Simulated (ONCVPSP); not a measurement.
# An ONCV potential for iron, from input to tests

Task: generate the file, and judge it by its errors in other configurations, its logarithmic derivatives, its ghosts and its cutoff.

Program: ONCVPSP 4.0.1. Reference atom: PBE, fully relativistic, spherical and spin-unpolarised. All values are calculated.

## (1) Settings

The settings as typed:

- element: iron (Fe, Z = 26)
- type: optimised norm-conserving Vanderbilt (ONCV)
- frozen core: [Ar]
- valence charge: 8
- reference configuration: 3d7 4s1
- partial waves: 4s: rc 2.15 bohr, ncon 3, nbas 6, qcut 2.6 1/bohr, 1 projector; p scattering state at 0.02 Ha: rc 2.30 bohr, ncon 3, nbas 5, qcut 2.9 1/bohr, 3 projectors, debl 1.9 Ha; 3d: rc 1.60 bohr, ncon 4, nbas 8, qcut 12.3 1/bohr, 2 projectors, debl 3.2 Ha
- local potential: polynomial inside 1.15 bohr (lpopt 5, dvloc0 0 Ha)
- core correction: Teter function, fcfact 5, rcfact 1.75

The nodes and maxima of the atom's own shells, from an earlier all-electron run, set the scale for the radii.

All-electron outer shells of the reference configuration (PBE, scalar-relativistic, ld1.x):

| shell | level (eV) | outermost node (bohr) | outermost maximum (bohr) |
| --- | --- | --- | --- |
| 3p | -55.64 | 0.30 | 0.72 |
| 4s | -4.25 | 1.01 | 2.53 |
| 3d | -3.81 | – | 0.73 |
| 4p | -0.87 | 1.12 | 3.78 |

## (2) Generation

Fe.dat

```
# ATOM AND REFERENCE CONFIGURATION
# atsym  z   nc   nv     iexc    psfile
  Fe 26.00    5    2        4      upf
#
#   n    l    f
    1    0    2.00
    2    0    2.00
    2    1    6.00
    3    0    2.00
    3    1    6.00
    3    2    7.00
    4    0    1.00
#
# PSEUDOPOTENTIAL AND OPTIMIZATION
# lmax
    2
#
#   l,   rc,      ep,       ncon, nbas, qcut
    0    2.15    0.00    3    6    2.60
    1    2.30    0.02    3    5    2.90
    2    1.60    0.00    4    8   12.30
#
# LOCAL POTENTIAL
# lloc, lpopt,  rc(5),   dvloc0
    4    5    1.15    0.00
#
# VANDERBILT-KLEINMAN-BYLANDER PROJECTORs
# l, nproj, debl
    0    1    2.50
    1    3    1.90
    2    2    3.20
#
# MODEL CORE CHARGE
# icmod, fcfact, rcfact
    3    5.00    1.75
#
# LOG DERIVATIVE ANALYSIS
# epsh1, epsh2, depsh
   -2.00    5.00    0.02
#
# OUTPUT GRID
# rlmax, drl
    6.00    0.01
#
# TEST CONFIGURATIONS
# ncnf
    4
# nvcnf
#   n    l    f
    2
    3    2    6.00
    4    0    2.00
#
    2
    3    2    6.00
    4    0    1.00
#
    2
    3    2    6.00
    4    0    0.00
#
    2
    3    2    4.00
    4    0    0.00
#
```

Command:

```console
$ oncvpspr.x < Fe.dat > Fe.out
```

Before running it: what results should come out? Wanted: cutoffs for 1 and 0.1 mHa per electron, occupied waves; bound ghosts; GHOST(+) flags; largest test error; largest phase difference near zero energy, channels read; rms error of d²Exc/dn², without and with the model core.

As calculated:

```
                                                quantity                                                                     value
  cutoffs for 1 and 0.1 mHa per electron, occupied waves                                                           51 Ha and 58 Ha
                                            bound ghosts                                                            s at -75.62 eV
                                          GHOST(+) flags  p3/2 at 130 eV, p1/2 at 132 eV (2 near or above the test basis's cutoff)
                            largest test error (AE − PS)                                   -416 meV, for 3d6 4s0 (1 test unsolved)
largest phase difference near zero energy, channels read                                                                 0.007 rad
 rms error of d²Exc/dn², without and with the model core                                                        11.35 and 3.37 mHa
```

In words: It has a bound ghost (s), a state that the atom doesn't have, and that rules the file out. By total energies transferability is poor: the largest error is 416 meV on 25.7 eV, for 3d6 4s0. Of the tests 1 gave no usable energy difference, which is a warning in itself. By its cutoff, 51 Ha for the looser tolerance, it is hard. At the looser tolerance the 3d wave is the slowest; 4s needs 4 Ha. Near zero energy the phases of the channels with partial waves agree within 0.007 rad. The program also flags highly localised states, GHOST(+) (p3/2, p1/2). These are tests on the free atom; a crystal test is still owed.
